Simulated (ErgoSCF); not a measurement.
# SF (Monosulfur monofluoride) at UBLYP/cc-pVTZ

Aim: the electronic atomisation energy of SF (Monosulfur monofluoride) at UBLYP/cc-pVTZ, from 3 runs. 

The calculation is run with ErgoSCF 3.8.

20 further runs of the same task are left out: 12 that didn't finish, 8 set aside as unsound or not needed.

### Step 1. The molecule

The species is SF (2 atoms), meant as a doublet with charge 0. As SMILES, `F[S]`. Geometry: relaxed at PBE0-D4/def2-TZVP.

Bond lengths: F1–S2 1.594 Å.

### Step 2. A single-point energy at UBLYP/cc-pVTZ

File run.inp:

```
set_nthreads(1)
molecule_inline Angstrom
F        0.000000       0.000000       0.016120
S        0.000000       0.000000       1.610410
EOF
tmpdir = "."
XC.radint = 1e-11
XC.sparse_mode = 0
scf.max_number_of_iterations = 120
XC.angint = 41
basis = "cc-pVTZ"
scf.convergence_threshold = 1e-06
scf.use_diagonalization = 1
spin_polarization = 1
scf.output_mulliken_pop = 1
run "BLYP"
```

The basis set cc-pVTZ is read from a file made from the Basis Set Exchange's data (not shown).

On the command line:

```console
$ ergo run.inp
```

Standard output:

```text
[...]
INDF Weighted mixed functional:
[...]
INSC Energy   1 =       -174.04651601918
[...]
INDE E_LUMO =         -0.19879138298
[...]
INSC Energy  29 =       -498.01677753618  ( diff     -0.000000000008754 )
[...]
RESC CONVERGED after  29 iterations.
RESC FINAL ENERGY:       -498.01677753618
RESC FINAL <S2> =          0.75263620761
[...]
INSC SCF: dipole_moment_x [atomic units] =       0.00000000
INSC SCF: dipole_moment_y [atomic units] =      -0.00000000
INSC SCF: dipole_moment_z [atomic units] =       0.24905792
[...]
```

It took 31 s on 1 thread of Arm Neoverse V1, shared host; peak memory 0.26 GiB.

### Step 3. The F atom at the same level

File geom.xyz:

```xyz
1
F
F      0.000000     0.000000     0.000000
```

File job.ego:

```
set_nthreads("env")
molecule "geom.xyz"
scf.convergence_threshold = 1e-06
XC.sparse_mode = 0
scf.max_number_of_iterations = 120
scf.use_diagonalization = 1
basis = "cc-pVTZ"
XC.radint = 1e-11
scf.output_mulliken_pop = 1
XC.angint = 41
tmpdir = "."
spin_polarization = 1
run "BLYP"
```

The basis set cc-pVTZ is read from a file made from the Basis Set Exchange's data (not shown).

Run the same way, it converges to -99.75293 Eh (log not shown).

### Step 4. The S atom

File input.xyz:

```xyz
1

S      0.000000     0.000000     0.000000
```

File ergo.in:

```
set_nthreads(1)
molecule "input.xyz"
scf.output_mulliken_pop = 1
scf.max_number_of_iterations = 120
XC.sparse_mode = 0
spin_polarization = 2
scf.convergence_threshold = 1e-06
scf.use_diagonalization = 1
tmpdir = "."
XC.angint = 41
charge = 0
basis = "cc-pVTZ"
XC.radint = 1e-11
run "BLYP"
```

The basis set cc-pVTZ is read from a file made from the Basis Set Exchange's data (not shown).

On the command line:

```console
$ ergo < ergo.in
```

Standard output:

```text
[...]
INDF Weighted mixed functional:
[...]
INSC Energy   1 =       -171.02768971786
[...]
INDE E_LUMO =         -0.20775212782
[...]
INSC Energy   9 =       -398.12179603446  ( diff     -0.000000000375280 )
[...]
RESC CONVERGED after   9 iterations.
RESC FINAL ENERGY:       -398.12179603446
RESC FINAL <S2> =          2.00300100454
[...]
INSC SCF: dipole_moment_x [atomic units] =      -0.00000000
INSC SCF: dipole_moment_y [atomic units] =      -0.00000000
INSC SCF: dipole_moment_z [atomic units] =       0.00000000
[...]
```

Run time: 2.6 s. Hardware: 1 thread of Arm Neoverse V1, shared host; peak memory 0.26 GiB.

### Step 5. What came out

At UBLYP/cc-pVTZ:

| quantity | value |
| --- | --- |
| molecule: total energy | -498.01678 Eh |
| molecule: dipole moment | 0.63 D |
| molecule: ⟨S²⟩ | 0.753 |
| F atom: total energy | -99.75293 Eh |
| F atom: dipole moment | 0.00 D |
| F atom: ⟨S²⟩ | 0.751 |
| S atom: total energy | -398.12180 Eh |
| S atom: dipole moment | 0.00 D |
| S atom: ⟨S²⟩ | 2.003 |
| electronic atomisation energy | 3.865 eV |

In words: Taking the molecule apart into free atoms costs 3.87 eV (89 kcal/mol), before zero-point energy and without spin-orbit coupling.
